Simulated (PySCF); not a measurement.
**GaSe2: doublet, from a end-on start**

The task is one start of a wider search on GaSe2: the doublet, from a end-on start. It is relaxed, tested by its Hessian and followed downhill if it is a saddle.

Program: PySCF 2.14.0. Level of theory: PBE0, basis Ga def2-SVP, Se def2-SVP, no relativity, density fitting. These are calculated values, not measurements.

## (1) Where the work starts

3 atoms, charge 0, spin multiplicity 2.

Bond lengths: Ga1–Se2 2.472 Å, Se2–Se3 2.348 Å. Angles: Ga1–Se2–Se3 119.9°.

```xyz
3
charge 0 multiplicity 2
Ga    0.0000    0.0000    0.0000
Se    0.0000    0.0000    2.4720
Se    2.0358    0.0000    3.6420
```

## (2) The SCF at the typed geometry

One driver script runs all steps and calls PySCF; scf.py shows how it sets up the SCF of each step. The optimiser is the driver's own. After this first run the driver tries any further starts and a stability analysis.

The input, scf.py:

```python
from pyscf import gto, scf, dft
mol = gto.M(atom='''
Ga     0.000000     0.000000     0.000000
Se     0.000000     0.000000     2.472000
Se     2.035800     0.000000     3.642000''',
    basis={'Ga': 'def2-SVP', 'Se': 'def2-SVP'},
    charge=0, spin=1)
mf = dft.UKS(mol, xc='PBE0')
mf.grids.atom_grid = (50, 194)
aux = {'Ga': 'def2-universal-JKFIT', 'Se': 'def2-universal-JKFIT'}
mf = mf.density_fit(auxbasis=aux)
mf.conv_tol = 1e-08
mf.diis_space = 10
mf.max_cycle = 60
mf.init_guess = 'minao'
mf.verbose = 4
mf.kernel()
```

Started as:

```sh
> OMP_NUM_THREADS=2 python axn.py task.json out
```

Further steps of the session: Relaxation: end-on start, doublet; Hessian and properties.

Q: Predict the outcome of this session. Wanted: minimum; geometry; wavenumbers; dipole moment; highest occupied, lowest empty level; polar-tensor charge of Ga1; zero-point energy; atomisation energy; ⟨S²⟩.

As calculated:

```
                                          quantity                                                                   value
                                           minimum                                                            doublet, C2v
                                          geometry  Ga–Se 2.631 Å (×2), Se–Se 2.273 Å; Ga–Se–Se 64.4° (×2), Se–Ga–Se 51.2°
                                wavenumbers (cm⁻¹)                                            129 (b2), 204 (a1), 344 (a1)
                                     dipole moment                                                                  1.26 D
highest occupied, lowest empty level (either spin)                                                         -6.67, -3.83 eV
                        polar-tensor charge of Ga1                                                                 +0.56 e
                                 zero-point energy                                                              4.0 kJ/mol
                               entropy at 298.15 K                                                         322.4 J/(mol K)
         atomisation energy (no zero-point energy)                                                              632 kJ/mol
                                              ⟨S²⟩                                                                   0.756
```

In words: From Cs at the start the molecule goes to a C2v minimum. In the infrared the band at 204 cm⁻¹ (a1) leads. The first SCF alone would have been 12 kJ/mol too high. Other starts or spin states, not run here, may lie lower.
